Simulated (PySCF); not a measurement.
**Sr₂F⁺: singlet, from a linear start**

The task is one start of a wider search on Sr₂F⁺: the singlet, from a linear start. It is relaxed, tested by its Hessian and followed downhill if it is a saddle.

Method: PBE0, basis F def2-TZVP, Sr def2-TZVP with ECP28, scalar-relativistic core potentials, no spin–orbit coupling, density fitting; program: PySCF 2.14.0.

### Step 1. Where the work starts

3 atoms, charge 1, spin multiplicity 1.

Bond lengths: F1–Sr2 2.440 Å, F1–Sr3 2.440 Å. Angles: Sr2–F1–Sr3 180.0°.

Z-matrix (Å, degrees; charge 1 multiplicity 1):
```
F
Sr 1 2.4402
Sr 1 2.4402 2 180.00
```

### Step 2. Finding the electronic state

The steps below are one call of a driver around PySCF. For each, scf.py gives the equivalent set-up of the SCF; relaxations use the driver's own optimiser. After this first run the driver tries any further starts and a stability analysis.

The input, scf.py:

```python
from pyscf import gto, scf, dft
mol = gto.M(atom='''
F      0.000000     0.000000     0.000000
Sr     0.000000     0.000000     2.440200
Sr     0.000000     0.000000    -2.440200''',
    basis={'F': 'def2-TZVP', 'Sr': 'def2-TZVP'},
    ecp={'Sr': 'def2-TZVP'},
    charge=1, spin=0)
mf = dft.RKS(mol, xc='PBE0')
mf.grids.atom_grid = (50, 194)
aux = {'F': 'def2-universal-JKFIT', 'Sr': 'def2-universal-JKFIT'}
mf = mf.density_fit(auxbasis=aux)
mf.conv_tol = 1e-08
mf.diis_space = 10
mf.max_cycle = 60
mf.init_guess = 'minao'
mf.verbose = 4
mf.kernel()
```

Started as:

```bash
OMP_NUM_THREADS=2 python axn.py task.json out
```

Log:

```text
init E= -157.854477555797
  HOMO = -0.334335640090398  LUMO = -0.307032186092879  gap/eV = 0.74296
cycle= 1 E= -160.934671395794  delta_E= -3.08  |g|= 0.813  |ddm|= 3.35
  HOMO = -0.234410348321419  LUMO = -0.200202355529122  gap/eV = 0.93085
cycle= 2 E= -160.302338011995  delta_E= 0.632  |g|= 2.08  |ddm|= 2.19
  HOMO = -0.246240076325229  LUMO = -0.212408224662621  gap/eV = 0.92061
cycle= 3 E= -161.07671608782  delta_E= -0.774  |g|= 0.112  |ddm|= 1.12
  HOMO = -0.256057144558653  LUMO = -0.222414149447292  gap/eV = 0.91547
cycle= 4 E= -161.079696219982  delta_E= -0.00298  |g|= 0.037  |ddm|= 0.22
  HOMO = -0.255380934247885  LUMO = -0.222297283958131  gap/eV = 0.90025
cycle= 5 E= -161.079958714269  delta_E= -0.000262  |g|= 0.0118  |ddm|= 0.0607
  HOMO = -0.255567224639222  LUMO = -0.222449237621255  gap/eV = 0.90119
cycle= 6 E= -161.079999897063  delta_E= -4.12e-05  |g|= 0.00162  |ddm|= 0.0142
  HOMO = -0.255753585833062  LUMO = -0.222698807194586  gap/eV = 0.89947
cycle= 7 E= -161.080001805951  delta_E= -1.91e-06  |g|= 0.000523  |ddm|= 0.0064
  HOMO = -0.255755107998077  LUMO = -0.222716227679712  gap/eV = 0.89903
cycle= 8 E= -161.08000192305  delta_E= -1.17e-07  |g|= 5.3e-05  |ddm|= 0.00171
  HOMO = -0.255748151942374  LUMO = -0.222710502931889  gap/eV = 0.89900
cycle= 9 E= -161.080001924997  delta_E= -1.95e-09  |g|= 6.96e-06  |ddm|= 0.000232
  HOMO = -0.255747325710221  LUMO = -0.222709619379799  gap/eV = 0.89900
Extra cycle  E= -161.080001925058  delta_E= -6.06e-11  |g|= 4.03e-06  |ddm|= 3.84e-05
converged SCF energy = -161.080001925058
```

This step, with its further starts and checks, needed 10 s of wall time on 2 threads of Arm Neoverse N1, shared host.

Energies from each starting density:

| start | energy (Eh) |
| --- | --- |
| the minimal-basis guess | -161.080002 |
| a thermally smeared density | -161.080002 |
| a smeared PBE density | -161.080002 |

The test of internal stability and the other starts found no lower closed-shell solution.

### Step 3. Relaxation: linear start, singlet

The program finds D∞h symmetry in the start, which this walk keeps. Threshold on the gradient: 0.0003 Eh/bohr, with a further test on the energy change.

Edit scf.py of step 2 so:

```diff
@@ -16 +15,0 @@
-mf.init_guess = 'minao'
```

Steps of the walk:

| step | energy (Eh) | change (kJ/mol) | largest symmetric gradient (Eh/bohr) |
| --- | --- | --- | --- |
| 0 | -161.080002 | 0.00 | 0.02469 |
| 1 | -161.084853 | -12.74 | 0.02094 |
| 2 | -161.091954 | -31.38 | 0.00826 |
| 3 | -161.092531 | -32.90 | 0.00299 |
| 4 | -161.092620 | -33.13 | 0.00026 |
| 5 | -161.092620 | -33.13 | 0.00001 |

The walk took 16 s.

Positions (Å) and forces (eV/Å) along the way:

```
step 0
F    0.000   0.000   0.000   0.000   0.000   0.000
Sr   0.000   0.000   2.440   0.000   0.000  -1.270
Sr   0.000   0.000  -2.440   0.000   0.000   1.270
step 1
F    0.000   0.000   0.000   0.000   0.000   0.001
Sr   0.000   0.000   2.384   0.000   0.000  -1.077
Sr   0.000   0.000  -2.384   0.000   0.000   1.077
step 3
F    0.000   0.000   0.000   0.000   0.000   0.000
Sr   0.000   0.000   2.230   0.000   0.000  -0.154
Sr   0.000   0.000  -2.230   0.000   0.000   0.154
step 5
F    0.000   0.000   0.000   0.000   0.000   0.000
Sr   0.000   0.000   2.212   0.000   0.000   0.001
Sr   0.000   0.000  -2.212   0.000   0.000  -0.001
```

It settles in D∞h symmetry, 33.1 kJ/mol below the start, after 5 steps: F–Sr 2.212 Å (×2); Sr–F–Sr 180.0°.

### Step 4. Vibrations and properties at this point

On the finer grid the gradient is checked again; gradients at displacements of ±0.02 bohr then give force constants and infrared intensities.

Edit scf.py of step 3 so:

```diff
@@ -3,3 +3,3 @@
-F      0.000000     0.000000     0.000000
-Sr     0.000000     0.000000     2.440200
-Sr     0.000000     0.000000    -2.440200''',
+F     -0.000000    -0.000000    -0.000000
+Sr     0.000000    -0.000000     2.210697
+Sr    -0.000000    -0.000000    -2.210697''',
@@ -10 +10 @@
-mf.grids.atom_grid = (50, 194)
+mf.grids.atom_grid = (75, 302)
@@ -13 +13 @@
-mf.conv_tol = 1e-08
+mf.conv_tol = 1e-10
```

The driver hands on the density of the step before, so the log starts near convergence.

SCF at the final geometry:

```text
init E= -161.092621559332
  HOMO = -0.258803120527094  LUMO = -0.218933139930591  gap/eV = 1.08492
cycle= 1 E= -161.092621550241  delta_E= 9.09e-09  |g|= 9.68e-05  |ddm|= 0.000688
  HOMO = -0.258803127354653  LUMO = -0.21893312263235  gap/eV = 1.08492
cycle= 2 E= -161.092621436596  delta_E= 1.14e-07  |g|= 0.000342  |ddm|= 0.00243
  HOMO = -0.25880311117055  LUMO = -0.218933132497291  gap/eV = 1.08492
cycle= 3 E= -161.092621560123  delta_E= -1.24e-07  |g|= 6.08e-08  |ddm|= 0.0019
  HOMO = -0.258803112028797  LUMO = -0.218933131547182  gap/eV = 1.08492
cycle= 4 E= -161.092621560123  delta_E= -4.83e-13  |g|= 1.15e-08  |ddm|= 5.94e-08
  HOMO = -0.25880311316255  LUMO = -0.218933130479485  gap/eV = 1.08492
Extra cycle  E= -161.092621560123  delta_E= 8.53e-14  |g|= 1.24e-08  |ddm|= 6.33e-08
converged SCF energy = -161.092621560123
```

The whole step took 26 s.

Geometry: D∞h; F–Sr 2.211 Å (×2); Sr–F–Sr 180.0°.

Harmonic modes (main isotopes):

```tsv
symmetry	ω (cm⁻¹)	IR (km/mol)	μ (u)
πu	89i	5.9	20.57
σg+	169	0.0	87.91
σu+	455	176	20.57
```

2 modes are imaginary, the largest at 89i cm⁻¹: a saddle point, not a minimum.

Properties at this point:

```yaml
Dipole_moment_about_the_centre_of_mass: 0.00 D
Highest_occupied_level: -7.04 eV
Lowest_empty_level: -5.96 eV
Rotational_constants: 0.01962 cm⁻¹
Zero-point_energy_real_modes: 3.7 kJ/mol
Principal_polarisabilities: 261.1, 261.1, 653.0 bohr³
Principal_traceless_quadrupole_moments_about_the_centre_of_mass: -22.36, -22.36, 44.72 D Å
```

Charges (e) and bond orders:

```json
{"atom": "F1", "Mulliken": "-0.73", "Löwdin": "-0.45", "polar tensor": "0.84", "Mayer order to F1": "–"}
{"atom": "Sr2,3", "Mulliken": "0.87", "Löwdin": "0.72", "polar tensor": "0.08", "Mayer order to F1": "0.20"}
```

Outer orbital energies (eV). occupied: -28.83, -28.82, -28.82, -28.26, -15.69, -15.17, -15.17, -7.04; empty: -5.96, -4.02, -4.02, -4.00.

Mulliken populations on F1: s 3.97, p 5.76, d 0.00, f 0.00.

### Step 5. Following the imaginary mode

The start is the last point, displaced along its most imaginary mode.

The program finds C2v symmetry in the start, which this walk keeps. Threshold on the gradient: 0.0003 Eh/bohr, with a further test on the energy change.

Edit scf.py of step 4 so:

```diff
@@ -3,3 +3,3 @@
-F     -0.000000    -0.000000    -0.000000
-Sr     0.000000    -0.000000     2.210697
-Sr    -0.000000    -0.000000    -2.210697''',
+F     -0.249965     0.004209     0.000000
+Sr     0.027012    -0.000455     2.210697
+Sr     0.027012    -0.000455    -2.210697''',
@@ -10 +10 @@
-mf.grids.atom_grid = (75, 302)
+mf.grids.atom_grid = (50, 194)
@@ -13 +13 @@
-mf.conv_tol = 1e-10
+mf.conv_tol = 1e-08
```

The optimiser's trace:

| step | energy (Eh) | change (kJ/mol) | largest symmetric gradient (Eh/bohr) |
| --- | --- | --- | --- |
| 0 | -161.093217 | 0.00 | 0.00348 |
| 1 | -161.093402 | -0.48 | 0.00282 |
| 2 | -161.097879 | -12.24 | 0.00841 |
| 3 | -161.104424 | -29.42 | 0.00790 |
| 4 | -161.105649 | -32.64 | 0.01014 |
| 5 | -161.105922 | -33.36 | 0.01000 |
| 6 | -161.106322 | -34.41 | 0.00832 |
| 7 | -161.107053 | -36.33 | 0.00341 |
| 8 | -161.107163 | -36.61 | 0.00033 |
| 9 | -161.107173 | -36.64 | 0.00001 |

The walk took 28 s.

Positions (Å) and forces (eV/Å) along the way:

```
step 0
F   -0.250   0.004   0.000  -0.099   0.003   0.000
Sr   0.027   0.000   2.211   0.049  -0.001  -0.179
Sr   0.027   0.000  -2.211   0.049  -0.001   0.179
step 1
F   -0.266   0.004   0.000  -0.119   0.003   0.000
Sr   0.035  -0.001   2.203   0.059  -0.002  -0.145
Sr   0.035  -0.001  -2.203   0.059  -0.002   0.145
step 5
F   -0.918   0.015   0.000   0.364  -0.015   0.000
Sr   0.361  -0.006   1.899  -0.182   0.007  -0.514
Sr   0.361  -0.006  -1.899  -0.182   0.007   0.514
step 9
F   -0.930   0.016   0.000   0.000  -0.004   0.000
Sr   0.367  -0.006   1.826   0.000   0.002   0.001
Sr   0.367  -0.006  -1.826   0.000   0.002  -0.001
```

End point (C2v, 9 steps, 36.6 kJ/mol gained): F–Sr 2.239 Å (×2); Sr–F–Sr 109.2°.

### Step 6. Frequencies

The same treatment as at the point before.

Edit scf.py of step 5 so:

```diff
@@ -3,3 +3,3 @@
-F     -0.249965     0.004209     0.000000
-Sr     0.027012    -0.000455     2.210697
-Sr     0.027012    -0.000455    -2.210697''',
+F     -1.175993     0.019802    -0.000000
+Sr     0.129395    -0.002179     1.820307
+Sr     0.129395    -0.002179    -1.820307''',
@@ -10 +10 @@
-mf.grids.atom_grid = (50, 194)
+mf.grids.atom_grid = (75, 302)
@@ -13 +13 @@
-mf.conv_tol = 1e-08
+mf.conv_tol = 1e-10
```

SCF at the final geometry:

```text
init E= -161.106984193395
  HOMO = -0.278483811219743  LUMO = -0.204352175177476  gap/eV = 2.01722
cycle= 1 E= -161.106984193394  delta_E= 6.25e-13  |g|= 3.2e-06  |ddm|= 3.77e-06
  HOMO = -0.278483845161077  LUMO = -0.20435219802323  gap/eV = 2.01722
Extra cycle  E= -161.106984193391  delta_E= 3.35e-12  |g|= 5.54e-06  |ddm|= 4.81e-06
converged SCF energy = -161.106984193391
```

The whole step needed 34 s of wall time on 2 threads of Arm Neoverse N1, shared host.

Geometry: C2v; F–Sr 2.240 Å (×2); Sr–F–Sr 108.7°.

Harmonic modes (main isotopes):

```json
{"symmetry": "a1", "ω (cm⁻¹)": "111", "IR (km/mol)": "3.3", "μ (u)": "58.43"}
{"symmetry": "a1", "ω (cm⁻¹)": "332", "IR (km/mol)": "28.7", "μ (u)": "23.32"}
{"symmetry": "b2", "ω (cm⁻¹)": "346", "IR (km/mol)": "17.1", "μ (u)": "21.35"}
```

Every mode is real; the point is a minimum.

Properties at this point:

```
Dipole moment about the centre of mass                          : 0.55 D
Highest occupied level                                          : -7.58 eV
Lowest empty level                                              : -5.56 eV
Rotational constants                                            : 0.5768, 0.02894, 0.02756 cm⁻¹
Zero-point energy                                               : 4.7 kJ/mol
Principal polarisabilities                                      : 146.6, 178.6, 391.1 bohr³
Principal traceless quadrupole moments about the centre of mass : -24.81, -17.33, 42.14 D Å
Entropy at 298.15 K and 1 bar                                   : 308.3 J/(mol K)
Heat capacity Cp at 298.15 K                                    : 54.7 J/(mol K)
Enthalpy at 298.15 K above 0 K                                  : 13.75 kJ/mol
Rotational symmetry number                                      : 2
```

Populations by atom (charges in e):

```tsv
atom	Mulliken	Löwdin	polar tensor	Mayer order to F1
F1	-0.69	-0.44	0.00	–
Sr2,3	0.85	0.72	0.50	0.24
```

Outer orbital energies (eV). occupied: -28.72, -28.72, -28.58, -28.30, -15.17, -14.88, -14.79, -7.58; empty: -5.56, -4.56, -4.38, -4.06.

Mulliken populations on F1: s 3.98, p 5.72, d 0.00, f 0.00.

### Step 7. Stability of the closed shell

At the lowest minimum the closed shell is tested against spin polarisation, on the (50, 194) grid. It is stable.

### Step 8. All stationary points

| spin | group | bonds | imaginary modes (cm⁻¹) | ΔE (kJ/mol) | with zero-point energy |
| --- | --- | --- | --- | --- | --- |
| singlet | C2v | F–Sr 2.240 Å (×2) | none | 0.0 | 0.0 |
| singlet | D∞h | F–Sr 2.211 Å (×2) | 89i, 89i | 37.7 | – |

### Step 9. Density, ELF and potential

The plane holds F1 at (0.00, 0.00), Sr2 at (2.24, 0.00), Sr3 at (-0.72, 2.12) Å. Columns run from x = -2.85 to 4.65 Å, rows from y = 4.35 (top) to -1.95 Å, in steps of 0.3 Å. Electrons inside core potentials are absent.

Density (cut at 5 e/Å³):

Ten steps from '0' (0.000 e/Å³) to '9' (5.000 e/Å³), finer at the low end (step k begins (100^(k/10) - 1)/99 of the way up):
```
00000000000000000000000000
00000000000000000000000000
00000000000000000000000000
00000122211000000000000000
00012345432111000000000000
00013578764211100000000000
00125788885321111000000000
00136870586321111100000000
00135871686322111110000000
00125788875322221111000000
00013567753222222221100000
00001344443322234443100000
00000123566532357775310000
00000125799753578887521000
00000136999964686078631000
00000136999964686068631000
00000124799753578887521000
00000013466432357775310000
00000001233211234443210000
00000000111100012221100000
00000000000000000110000000
00000000000000000000000000
```

ELF (0 where the density is under 0.005 e/Å³):

Ten even steps from '0' (0.00) to '9' (0.99):
```
00000000001300000000000000
00000000000368800000000000
00000000000158998000000000
01000133200038999800000000
21002578741027999998000000
31015899884116999999800000
31137886887216999999970000
31148830088316999999886000
31148840188216998766665000
31137887886115753211112000
21014788851012211110000000
01001232101100024553100000
00000001367620278887510000
00000026888850488789840000
00000257811860682029851000
00000257811860682028851000
00000247888850588788730000
00000135677630378887510000
00000012455410046764210000
00000001222100012322111100
00000000000000000111122000
00000000000000001122330000
```

Lowest empty orbital at -5.56 eV (sign arbitrary; one member if degenerate):

Ten even steps from '0' (-0.23 Å^-3/2) to '9' (0.26 Å^-3/2):
```
33333333333333444444444444
33333333333333444444444444
33322333333333344444444444
33223333333333344444444444
32223445433333344444555554
22223577643333444455555555
22234799753333444555555555
22234785554333445555555555
22224675554334455555555555
22223566654444455666666555
32223455554444555666666655
33233344554444555556666665
33333344555444555444566665
33333445565444443322456666
43334445684344433410356666
44444445550244323410356666
44444444443344432101456666
44444444444445544334566666
44444444444455566556666666
44444444445555666666666665
44444444445555666666666665
44444444455555666666666655
```

Making the fields took 0.8 s.

### Step 10. What came out

| quantity | value |
| --- | --- |
| minimum | singlet, C2v |
| geometry | F–Sr 2.240 Å (×2); Sr–F–Sr 108.7° |
| wavenumbers (cm⁻¹) | 111 (a1), 332 (a1), 346 (b2) |
| dipole moment (centre of mass) | 0.55 D |
| highest occupied, lowest empty level | -7.58, -5.56 eV |
| polar-tensor charge of F1 | -0.00 e |
| zero-point energy | 4.7 kJ/mol |
| entropy at 298.15 K | 308.3 J/(mol K) |

**Reading.** From D∞h at the start the molecule goes to a C2v minimum, after a stop at a second-order saddle point 37.7 kJ/mol higher, from which it was pushed off along an imaginary mode. In the infrared the band at 332 cm⁻¹ (a1) leads. Other starts or spin states, not run here, may lie lower.

The search up to here needed 2 min of wall time on 2 threads of Arm Neoverse N1, shared host.
